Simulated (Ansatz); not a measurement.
# In5Sb5 wurtzite bond disc (In5Sb5H18): structure and electronic state

Aim: characterise In5Sb5 wurtzite bond disc (In5Sb5H18) as a singlet: its structure, frontier levels and distribution of charge.

Method: RKS PBE0-D4/def2-TZVP; program: Ansatz 0.2.0, Gaussian basis.

Levels to be run: relaxation at PBE-D4/def2-SVP; a single point at PBE0-D4/def2-TZVP.

**1. Where the work starts**

28 atoms, charge 0, spin multiplicity 1.

Atoms are counted from 1 here; the program's logs count them from 0.

Bond lengths: Sb1–In2 2.827 Å, Sb1–In6 2.800 Å, Sb1–H11 1.744 Å, Sb1–H12 1.715 Å, In2–Sb3 2.802 Å, In2–H13 1.750 Å, In2–H14 1.724 Å, Sb3–In4 2.793 Å, Sb3–In8 2.817 Å, Sb3–H15 1.727 Å, In4–Sb5 2.808 Å, In4–H16 1.748 Å, In4–H17 1.737 Å, Sb5–In10 2.816 Å, Sb5–H18 1.720 Å, Sb5–H19 1.701 Å, In6–Sb7 2.800 Å, In6–H20 1.742 Å and more. Angles: In2–Sb1–In6 110.0°, In2–Sb1–H11 110.4°, In2–Sb1–H12 110.1°, In6–Sb1–H11 108.9°, In6–Sb1–H12 108.6°, H11–Sb1–H12 108.7°, Sb1–In2–Sb3 109.1°, Sb1–In2–H13 108.6°, Sb1–In2–H14 108.2°, Sb3–In2–H13 110.7°, Sb3–In2–H14 110.6°, H13–In2–H14 109.5°, In2–Sb3–In4 109.1°, In2–Sb3–In8 109.7°, In2–Sb3–H15 108.8°, In4–Sb3–In8 109.2°, In4–Sb3–H15 110.2°, In8–Sb3–H15 109.8° and more.

In, Sb take a core potential in the def2 sets. No spin-orbit coupling is included.

The start is a built from a lattice or polyhedron geometry.

**2. Relaxation at PBE-D4/def2-SVP**

File in.yaml:

```yaml
crystal:
  periodic: [false, false, false]
  atoms:
    - {symbol: Sb, position_ang: [1.151300, -4.616900, -0.465300]}
    - {symbol: In, position_ang: [-1.164500, -3.292900, 0.471700]}
    - {symbol: Sb, position_ang: [-1.153000, -0.652300, -0.464800]}
    - {symbol: In, position_ang: [-3.431500, 0.662100, 0.473200]}
    - {symbol: Sb, position_ang: [-3.447000, 3.304700, -0.477500]}
    - {symbol: In, position_ang: [3.446100, -3.305900, 0.460600]}
    - {symbol: Sb, position_ang: [3.425400, -0.664900, -0.470200]}
    - {symbol: In, position_ang: [1.142000, 0.681100, 0.480100]}
    - {symbol: Sb, position_ang: [1.105400, 3.278800, -0.472900]}
    - {symbol: In, position_ang: [-1.151300, 4.633100, 0.468300]}
    - {symbol: H, position_ang: [1.177900, -6.267500, 0.097400]}
    - {symbol: H, position_ang: [1.176700, -4.619500, -2.180300]}
    - {symbol: H, position_ang: [-2.573300, -4.151400, -0.112500]}
    - {symbol: H, position_ang: [-1.143300, -3.324900, 2.194800]}
    - {symbol: H, position_ang: [-1.146000, -0.675200, -2.191700]}
    - {symbol: H, position_ang: [-4.855200, -0.158000, -0.122600]}
    - {symbol: H, position_ang: [-3.427000, 0.675100, 2.209800]}
    - {symbol: H, position_ang: [-3.448200, 3.318100, -2.197800]}
    - {symbol: H, position_ang: [-4.827100, 4.101900, 0.116800]}
    - {symbol: H, position_ang: [4.857500, -4.145400, -0.119700]}
    - {symbol: H, position_ang: [3.437900, -3.302400, 2.190300]}
    - {symbol: H, position_ang: [3.420500, -0.658000, -2.197300]}
    - {symbol: H, position_ang: [4.845000, 0.161200, 0.078300]}
    - {symbol: H, position_ang: [1.149900, 0.680100, 2.200600]}
    - {symbol: H, position_ang: [1.133900, 3.318400, -2.186500]}
    - {symbol: H, position_ang: [2.563900, 4.112800, 0.080800]}
    - {symbol: H, position_ang: [-1.146600, 4.623200, 2.216700]}
    - {symbol: H, position_ang: [-1.142000, 6.245900, -0.132900]}
basis:
  gaussian: {orbitals: def2-SVP}
hamiltonian: {xc: pbe, dispersion: d4}
scf: {lower_state_search: "off"}
output: {orbitals: {seedname: orbitals}}
relax: {f_tol: 0.03, max_steps: 70}
```

Started as:

```
> ansatz run in.yaml --threads 2 --pin off --events-out ev --progress --plain --max-ram 31744MiB --backend cuda --devices 0, --max-vram 18GiB
```

The program printed:

```text
Functional definition: PBE
  name "PBE"
  cite "Perdew, Burke & Ernzerhof, Phys. Rev. Lett. 77, 3865 (1996) doi:10.1103/PhysRevLett.77.3865"
  parent pbe
  parameter kappa = 0.804
  parameter beta = 0.06672455060314922
  exchange = pbe_x(kappa = kappa, mu = beta*pi^2/3)
  correlation = pbe_c(beta = beta)
these checks for a lower state are left out or cut short: stability, starts, cluster_reference, orbital_swaps, neighbouring_geometries, increment
4204 factors; their error is unknown
mean field evaluation 1: about -58842.5327 eV, gradient 3.8e1 eV
mean field evaluation 2: about -58837.4040 eV, gradient 5.0e1 eV
mean field evaluation 4: about -58847.7760 eV, gradient 3.9e0 eV
mean field evaluation 8: about -58847.8366 eV, gradient 1.7e-1 eV
mean field evaluation 16: about -58847.7977 eV, gradient 3.2e-4 eV
mean field -58847.79772633 eV, -2162.6166779727 hartree, gradient 2.4e-6 eV, S^2 0.000000; 0 other end points of the search recorded, 0 dependent functions left out
the calculation of the forces begins
reference -58847.79783866 eV, -2162.6166821006 hartree; 119, 119 occupied and 231, 231 virtual orbitals, 4204 factors
relax step   1: F+E_penalty+E_count = -58849.20524571 eV  Δ(F+E_penalty+E_count) = +0.000e0 eV  max|allowed force component| = 9.381e-1 eV/Å  Δτ_max = 0.0000 Å  (19 SCF iters, accepted)
these checks for a lower state are left out or cut short: stability, starts, cluster_reference, orbital_swaps, neighbouring_geometries, increment
4204 factors; their error is unknown
mean field -58848.77214787 eV, -2162.6524873038 hartree, gradient 4.2e-6 eV, S^2 0.000000; 0 other end points of the search recorded, 0 dependent functions left out
the calculation of the forces begins
reference -58848.77226061 eV, -2162.6524914469 hartree; 119, 119 occupied and 231, 231 virtual orbitals, 4204 factors
relax step   2: F+E_penalty+E_count = -58850.16497989 eV  Δ(F+E_penalty+E_count) = -9.597e-1 eV  max|allowed force component| = 6.416e-1 eV/Å  Δτ_max = 0.1975 Å  (19 SCF iters, accepted)
these checks for a lower state are left out or cut short: stability, starts, cluster_reference, orbital_swaps, neighbouring_geometries, increment
4204 factors; their error is unknown
mean field evaluation 32: about -58849.0712 eV, gradient 2.0e-1 eV
mean field -58849.03545496 eV, -2162.6621636608 hartree, gradient 2.1e-6 eV, S^2 0.000000; 0 other end points of the search recorded, 0 dependent functions left out
the calculation of the forces begins
reference -58849.03556884 eV, -2162.6621678459 hartree; 119, 119 occupied and 231, 231 virtual orbitals, 4204 factors
relax step   3: F+E_penalty+E_count = -58850.41771463 eV  Δ(F+E_penalty+E_count) = -2.527e-1 eV  max|allowed force component| = 1.578e-1 eV/Å  Δτ_max = 0.1943 Å  (18 SCF iters, accepted)
these checks for a lower state are left out or cut short: stability, starts, cluster_reference, orbital_swaps, neighbouring_geometries, increment
4204 factors; their error is unknown
mean field -58849.08502781 eV, -2162.6639854293 hartree, gradient 1.4e-6 eV, S^2 0.000000; 0 other end points of the search recorded, 0 dependent functions left out
the calculation of the forces begins
reference -58849.08514251 eV, -2162.6639896447 hartree; 119, 119 occupied and 231, 231 virtual orbitals, 4204 factors
relax step   4: F+E_penalty+E_count = -58850.45440788 eV  Δ(F+E_penalty+E_count) = -3.669e-2 eV  max|allowed force component| = 5.372e-2 eV/Å  Δτ_max = 0.0795 Å  (19 SCF iters, accepted)
these checks for a lower state are left out or cut short: stability, starts, cluster_reference, orbital_swaps, neighbouring_geometries, increment
4204 factors; their error is unknown
mean field -58849.14345302 eV, -2162.6661325164 hartree, gradient 2.1e-6 eV, S^2 0.000000; 0 other end points of the search recorded, 0 dependent functions left out
the calculation of the forces begins
reference -58849.14356959 eV, -2162.6661368002 hartree; 119, 119 occupied and 231, 231 virtual orbitals, 4204 factors
relax step   5: F+E_penalty+E_count = -58850.51196255 eV  Δ(F+E_penalty+E_count) = -5.755e-2 eV  max|allowed force component| = 1.129e-1 eV/Å  Δτ_max = 0.2000 Å  (17 SCF iters, accepted)
these checks for a lower state are left out or cut short: stability, starts, cluster_reference, orbital_swaps, neighbouring_geometries, increment
4204 factors; their error is unknown
mean field -58849.18571492 eV, -2162.6676856127 hartree, gradient 2.2e-6 eV, S^2 0.000000; 0 other end points of the search recorded, 0 dependent functions left out
the calculation of the forces begins
reference -58849.18583338 eV, -2162.6676899659 hartree; 119, 119 occupied and 231, 231 virtual orbitals, 4204 factors
relax step   6: F+E_penalty+E_count = -58850.55405187 eV  Δ(F+E_penalty+E_count) = -4.209e-2 eV  max|allowed force component| = 8.616e-2 eV/Å  Δτ_max = 0.1950 Å  (17 SCF iters, accepted)
these checks for a lower state are left out or cut short: stability, starts, cluster_reference, orbital_swaps, neighbouring_geometries, increment
4204 factors; their error is unknown
mean field evaluation 64: about -58849.2070 eV, gradient 1.9e-6 eV
mean field -58849.20701474 eV, -2162.6684683665 hartree, gradient 1.9e-6 eV, S^2 0.000000; 0 other end points of the search recorded, 0 dependent functions left out
the calculation of the forces begins
reference -58849.20713475 eV, -2162.6684727767 hartree; 119, 119 occupied and 231, 231 virtual orbitals, 4204 factors
relax step   7: F+E_penalty+E_count = -58850.57480673 eV  Δ(F+E_penalty+E_count) = -2.075e-2 eV  max|allowed force component| = 1.417e-1 eV/Å  Δτ_max = 0.1919 Å  (17 SCF iters, accepted)
these checks for a lower state are left out or cut short: stability, starts, cluster_reference, orbital_swaps, neighbouring_geometries, increment
4204 factors; their error is unknown
mean field -58849.21636181 eV, -2162.6688118652 hartree, gradient 1.4e-6 eV, S^2 0.000000; 0 other end points of the search recorded, 0 dependent functions left out
the calculation of the forces begins
reference -58849.21648212 eV, -2162.6688162864 hartree; 119, 119 occupied and 231, 231 virtual orbitals, 4204 factors
relax step   8: F+E_penalty+E_count = -58850.58565991 eV  Δ(F+E_penalty+E_count) = -1.085e-2 eV  max|allowed force component| = 1.516e-1 eV/Å  Δτ_max = 0.1155 Å  (19 SCF iters, accepted)
these checks for a lower state are left out or cut short: stability, starts, cluster_reference, orbital_swaps, neighbouring_geometries, increment
4204 factors; their error is unknown
mean field -58849.21046957 eV, -2162.6685953293 hartree, gradient 1.8e-6 eV, S^2 0.000000; 0 other end points of the search recorded, 0 dependent functions left out
the calculation of the forces begins
reference -58849.21058970 eV, -2162.6685997439 hartree; 119, 119 occupied and 231, 231 virtual orbitals, 4204 factors
relax step   9: F+E_penalty+E_count = -58850.58927626 eV  Δ(F+E_penalty+E_count) = -3.616e-3 eV  max|allowed force component| = 1.248e-1 eV/Å  Δτ_max = 0.1955 Å  (17 SCF iters, accepted)
these checks for a lower state are left out or cut short: stability, starts, cluster_reference, orbital_swaps, neighbouring_geometries, increment
4204 factors; their error is unknown
mean field -58849.20163833 eV, -2162.6682707871 hartree, gradient 1.9e-6 eV, S^2 0.000000; 0 other end points of the search recorded, 0 dependent functions left out
the calculation of the forces begins
reference -58849.20175801 eV, -2162.6682751851 hartree; 119, 119 occupied and 231, 231 virtual orbitals, 4204 factors
relax step  10: F+E_penalty+E_count = -58850.58380991 eV  Δ(F+E_penalty+E_count) = +5.466e-3 eV  max|allowed force component| = 1.536e-1 eV/Å  Δτ_max = 0.1681 Å  (18 SCF iters, rejected (line search))
these checks for a lower state are left out or cut short: stability, starts, cluster_reference, orbital_swaps, neighbouring_geometries, increment
4204 factors; their error is unknown
mean field -58849.22786193 eV, -2162.6692344865 hartree, gradient 1.3e-6 eV, S^2 0.000000; 0 other end points of the search recorded, 0 dependent functions left out
the calculation of the forces begins
reference -58849.22798190 eV, -2162.6692388953 hartree; 119, 119 occupied and 231, 231 virtual orbitals, 4204 factors
relax step  11: F+E_penalty+E_count = -58850.60892096 eV  Δ(F+E_penalty+E_count) = -1.964e-2 eV  max|allowed force component| = 1.999e-2 eV/Å  Δτ_max = 0.0841 Å  (19 SCF iters, accepted)
these checks for a lower state are left out or cut short: stability, starts, cluster_reference, orbital_swaps, neighbouring_geometries, increment
4204 factors; their error is unknown
mean field evaluation 96: about -58849.2290 eV, gradient 1.4e-1 eV
mean field -58849.22907872 eV, -2162.6692792027 hartree, gradient 1.3e-6 eV, S^2 0.000000; 0 other end points of the search recorded, 0 dependent functions left out
the calculation of the forces begins
reference -58849.22919849 eV, -2162.6692836042 hartree; 119, 119 occupied and 231, 231 virtual orbitals, 4204 factors
relax step  12: F+E_penalty+E_count = -58850.61172369 eV  Δ(F+E_penalty+E_count) = -2.803e-3 eV  max|allowed force component| = 1.574e-2 eV/Å  Δτ_max = 0.0662 Å  (19 SCF iters, accepted)
these checks for a lower state are left out or cut short: stability, starts, cluster_reference, orbital_swaps, neighbouring_geometries, increment
4204 factors; their error is unknown
mean field -58849.22901909 eV, -2162.6692770116 hartree, gradient 1.3e-6 eV, S^2 0.000000; 0 other end points of the search recorded, 0 dependent functions left out
the calculation of the forces begins
reference -58849.22913871 eV, -2162.6692814074 hartree; 119, 119 occupied and 231, 231 virtual orbitals, 4204 factors
relax step  13: F+E_penalty+E_count = -58850.61394584 eV  Δ(F+E_penalty+E_count) = -2.222e-3 eV  max|allowed force component| = 2.763e-2 eV/Å  Δτ_max = 0.0907 Å  (19 SCF iters, accepted)
these checks for a lower state are left out or cut short: stability, starts, cluster_reference, orbital_swaps, neighbouring_geometries, increment
4204 factors; their error is unknown
mean field -58849.22929574 eV, -2162.6692871782 hartree, gradient 1.3e-6 eV, S^2 0.000000; 0 other end points of the search recorded, 0 dependent functions left out
the calculation of the forces begins
reference -58849.22941530 eV, -2162.6692915719 hartree; 119, 119 occupied and 231, 231 virtual orbitals, 4204 factors
relax step  14: F+E_penalty+E_count = -58850.61584404 eV  Δ(F+E_penalty+E_count) = -1.898e-3 eV  max|allowed force component| = 3.861e-2 eV/Å  Δτ_max = 0.1046 Å  (19 SCF iters, accepted)
these checks for a lower state are left out or cut short: stability, starts, cluster_reference, orbital_swaps, neighbouring_geometries, increment
4204 factors; their error is unknown
mean field -58849.22951359 eV, -2162.6692951840 hartree, gradient 1.2e-6 eV, S^2 0.000000; 0 other end points of the search recorded, 0 dependent functions left out
the calculation of the forces begins
reference -58849.22963322 eV, -2162.6692995804 hartree; 119, 119 occupied and 231, 231 virtual orbitals, 4204 factors
relax step  15: F+E_penalty+E_count = -58850.61700138 eV  Δ(F+E_penalty+E_count) = -1.157e-3 eV  max|allowed force component| = 3.191e-2 eV/Å  Δτ_max = 0.0410 Å  (19 SCF iters, accepted)
these checks for a lower state are left out or cut short: stability, starts, cluster_reference, orbital_swaps, neighbouring_geometries, increment
4204 factors; their error is unknown
mean field evaluation 128: about -58849.2301 eV, gradient 1.2e-6 eV
mean field -58849.23005886 eV, -2162.6693152225 hartree, gradient 1.2e-6 eV, S^2 0.000000; 0 other end points of the search recorded, 0 dependent functions left out
the calculation of the forces begins
reference -58849.23017860 eV, -2162.6693196227 hartree; 119, 119 occupied and 231, 231 virtual orbitals, 4204 factors
relax step  16: F+E_penalty+E_count = -58850.61810902 eV  Δ(F+E_penalty+E_count) = -1.108e-3 eV  max|allowed force component| = 2.475e-2 eV/Å  Δτ_max = 0.0347 Å  (19 SCF iters, accepted)
Total energy: -58850.61822875 eV, -2162.7203295249 hartree
Atom 0 at     1.275168    -4.375339    -0.412726 Å, force    -0.003351    -0.001842    -0.001461 eV/Å
Atom 1 at    -1.379910    -3.614680     0.574228 Å, force    -0.002889    -0.012216     0.006250 eV/Å
Atom 2 at    -1.276340    -0.739758     0.264952 Å, force     0.000823    -0.001516    -0.002047 eV/Å
Atom 3 at    -3.820766     0.602083     0.573846 Å, force    -0.011312     0.004976     0.012064 eV/Å
Atom 4 at    -3.158754     3.284792    -0.410674 Å, force    -0.003583    -0.001528     0.002907 eV/Å
Atom 5 at     4.006261    -3.531921     0.090644 Å, force     0.022396    -0.013759     0.000366 eV/Å
Atom 6 at     3.160465    -0.726507     0.005972 Å, force     0.000756    -0.003013     0.001478 eV/Å
Atom 7 at     0.976874     0.563712     1.367227 Å, force    -0.000367     0.001546    -0.000373 eV/Å
Atom 8 at     0.945326     3.099789     0.006043 Å, force    -0.003167    -0.001499     0.000505 eV/Å
Atom 9 at    -1.065314     5.231673     0.090089 Å, force     0.002860     0.024746    -0.000595 eV/Å
Atom 10 at     1.344315    -6.091075    -0.279509 Å, force     0.003092     0.001331    -0.003216 eV/Å
Atom 11 at     1.168148    -4.383913    -2.129007 Å, force    -0.006533     0.004503     0.000056 eV/Å
Atom 12 at    -2.475982    -4.226483    -0.629752 Å, force     0.003962     0.003626     0.009721 eV/Å
Atom 13 at    -1.306924    -3.954344     2.278317 Å, force    -0.000414     0.008620    -0.014960 eV/Å
Atom 14 at    -0.897674    -0.520965    -1.402762 Å, force    -0.003316    -0.002308     0.010219 eV/Å
Atom 15 at    -4.898412    -0.043884    -0.628745 Å, force     0.005178     0.002262     0.008773 eV/Å
Atom 16 at    -4.076385     0.833971     2.278769 Å, force     0.006484    -0.004344    -0.018478 eV/Å
Atom 17 at    -3.229456     3.202748    -2.126784 Å, force     0.001271    -0.007237    -0.000933 eV/Å
Atom 18 at    -4.609452     4.201526    -0.265390 Å, force     0.000816     0.001175    -0.003907 eV/Å
Atom 19 at     4.976891    -3.808850    -1.323241 Å, force    -0.015905     0.006407     0.017526 eV/Å
Atom 20 at     4.343421    -3.834903     1.766831 Å, force    -0.003740     0.004620    -0.015246 eV/Å
Atom 21 at     2.724013    -0.430110    -1.630617 Å, force     0.002114     0.010217    -0.003859 eV/Å
Atom 22 at     4.487224     0.371427    -0.002011 Å, force     0.002307    -0.004776     0.004423 eV/Å
Atom 23 at     1.199441     0.692273     3.085871 Å, force    -0.002999    -0.002146    -0.011032 eV/Å
Atom 24 at     0.983621     2.571612    -1.630154 Å, force     0.010091    -0.000953    -0.001357 eV/Å
Atom 25 at     2.558707     3.701731    -0.002889 Å, force    -0.001552     0.005446     0.003430 eV/Å
Atom 26 at    -1.156306     5.679711     1.765271 Å, force     0.000188    -0.007539    -0.016440 eV/Å
Atom 27 at    -0.820801     6.206984    -1.326398 Å, force    -0.003210    -0.014803     0.016185 eV/Å
Dipole moment:     0.411631     0.240723    -0.200914 e Å
Checks for a lower state left out: stability, starts, cluster_reference, orbital_swaps, neighbouring_geometries, increment
```

Wall time 47 s (1 × H100 (card shared with other runs) with 2 threads of AMD EPYC 7R13, shared host); peak host memory 1.1 GiB.

Along the way: (the energy doesn't fall at every step)

| step | energy from step 1 (eV) | largest force component (eV/Å) |
| --- | --- | --- |
| 1 | 0.0000 | 0.9381 |
| 2 | -0.9597 | 0.6416 |
| 3 | -1.2125 | 0.1578 |
| 4 | -1.2492 | 0.0537 |
| 5 | -1.3067 | 0.1129 |
| 6 | -1.3488 | 0.0862 |
| 7 | -1.3696 | 0.1417 |
| 8 | -1.3804 | 0.1516 |
| 9 | -1.3840 | 0.1248 |
| 10 | -1.3786 | 0.1536 |
| 11 | -1.4037 | 0.0200 |
| 12 | -1.4065 | 0.0157 |
| 13 | -1.4087 | 0.0276 |
| 14 | -1.4106 | 0.0386 |
| 15 | -1.4118 | 0.0319 |
| 16 | -1.4129 | 0.0247 |

The force was under the threshold of 0.03 eV/Å already at step 11, but the program went on to step 16.

Close pairs (by a distance rule), those that changed most:

```csv
bond,before (Å),after (Å),change (Å)
Sb9–In10,2.795,2.932,+0.137
In6–Sb7,2.800,2.931,+0.131
In4–Sb5,2.808,2.933,+0.125
In8–Sb9,2.767,2.878,+0.111
Sb1–In2,2.827,2.933,+0.106
Sb1–In6,2.800,2.902,+0.102
Sb3–In4,2.793,2.893,+0.100
In2–Sb3,2.802,2.893,+0.092
```

Bonds by kind at the end (by distance):

| bond | count | shortest (Å) | longest (Å) |
| --- | --- | --- | --- |
| In–Sb | 11 | 2.827 | 2.933 |
| H–In | 9 | 1.736 | 1.740 |
| H–Sb | 9 | 1.720 | 1.724 |

[end of part 1 of 2]
